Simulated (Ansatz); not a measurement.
# C2H9ClSSi2: up Jacob's ladder to CCSD(T)

One table from this session's results is given with a row withheld; the runs are named, their logs left out.

Computed with Ansatz 0.2.0, Gaussian basis. Level: functionals in def2-TZVPP, the program's frozen cores in correlated methods.

Plan: PBE-D4, r2SCAN-D4, PBE0-D4, B3LYP-D4, ωB97X-V, ωB97M-V, B2PLYP; CCSD(T)/def2-TZVPP; MP2/def2-QZVPP; extrapolation to the limit.

## The relaxed structure

The geometry comes from an earlier relaxation with PBE0-D4 in a triple-zeta def2 set; it is a stationary point, not always the lowest conformer.

15 atoms, charge 0, spin multiplicity 1.

Atoms are counted from 1 here; the program's logs count them from 0.

Bond lengths: C1–Si2 1.860 Å, C1–H7 1.094 Å, C1–H8 1.091 Å, C1–H9 1.092 Å, Si2–S3 2.152 Å, Si2–H10 1.487 Å, Si2–H11 1.485 Å, S3–Si4 2.123 Å, Si4–C5 1.854 Å, Si4–Cl6 2.069 Å, Si4–H12 1.481 Å, C5–H13 1.093 Å, C5–H14 1.091 Å, C5–H15 1.093 Å. Angles: Si2–C1–H7 110.2°, Si2–C1–H8 110.4°, Si2–C1–H9 110.5°, H7–C1–H8 108.7°, H7–C1–H9 108.4°, H8–C1–H9 108.5°, C1–Si2–S3 111.4°, C1–Si2–H10 111.2°, C1–Si2–H11 111.0°, S3–Si2–H10 109.1°, S3–Si2–H11 105.2°, H10–Si2–H11 108.8°, Si2–S3–Si4 100.6°, S3–Si4–C5 113.5°, S3–Si4–Cl6 111.2°, S3–Si4–H12 105.3°, C5–Si4–Cl6 107.8°, C5–Si4–H12 111.9° and more.

The first run:

in.yaml

```yaml
crystal:
  periodic: [false, false, false]
  atoms:
    - {symbol: C, position_ang: [1.462717, -0.970171, -2.075149]}
    - {symbol: Si, position_ang: [1.529524, -0.152122, -0.406032]}
    - {symbol: S, position_ang: [0.460721, -1.293342, 1.072950]}
    - {symbol: Si, position_ang: [-1.438114, -0.347785, 0.996027]}
    - {symbol: C, position_ang: [-1.440071, 1.367508, 1.699232]}
    - {symbol: Cl, position_ang: [-2.140546, -0.236219, -0.946843]}
    - {symbol: H, position_ang: [2.049245, -0.398837, -2.799949]}
    - {symbol: H, position_ang: [0.432088, -1.030469, -2.428511]}
    - {symbol: H, position_ang: [1.870119, -1.981878, -2.021581]}
    - {symbol: H, position_ang: [0.967132, 1.222983, -0.459434]}
    - {symbol: H, position_ang: [2.926276, -0.078497, 0.094233]}
    - {symbol: H, position_ang: [-2.352231, -1.248079, 1.735461]}
    - {symbol: H, position_ang: [-2.447355, 1.788716, 1.657098]}
    - {symbol: H, position_ang: [-0.766852, 2.020452, 1.141301]}
    - {symbol: H, position_ang: [-1.112643, 1.337731, 2.741208]}
basis:
  gaussian: {orbitals: def2-TZVPP}
hamiltonian: {xc: pbe, dispersion: d4}
output: {forces: true, orbitals: {seedname: orbitals}}
```

Command:

```bash
$ ansatz run in.yaml --threads 2 --pin off --events-out ev --progress --plain --max-ram 32768MiB --backend cuda --devices 0, --max-vram 18GiB
```

Among the steps run: PBE-D4 (GGA); r2SCAN-D4 (meta-GGA); PBE0-D4 (hybrid); B3LYP-D4 (hybrid); ωB97X-V (range-separated); ωB97M-V (range-separated); B2PLYP (double hybrid); CCSD(T) in def2-TZVPP; MP2 in def2-QZVPP.

One table of the session follows, with a row left open; its other results are not shown here.

It belongs to the step «Atomisation energies». 

| method | atomisation energy (kJ/mol) |
| --- | --- |
| PBE-D4 | 5310.0 |
| r2SCAN-D4 | 5301.6 |
| PBE0-D4 | ? |
| B3LYP-D4 | 5263.9 |
| ωB97X-V | 5312.2 |
| ωB97M-V | 5306.5 |
| B2PLYP | 5198.3 |
| HF/def2-TZVPP | 4010.0 |
| MP2/def2-TZVPP | 5194.5 |
| CCSD/def2-TZVPP | 5082.0 |
| CCSD(T)/def2-TZVPP | 5147.7 |
| MP2/CBS | 5334.6 |
| CCSD(T)/CBS | 5287.7 |

Estimate the missing values for PBE0-D4.

As computed: atomisation energy (kJ/mol): 5280.4. In the column «atomisation energy (kJ/mol)» it lies between B3LYP-D4 (5263.9) and CCSD(T)/CBS (5287.7).
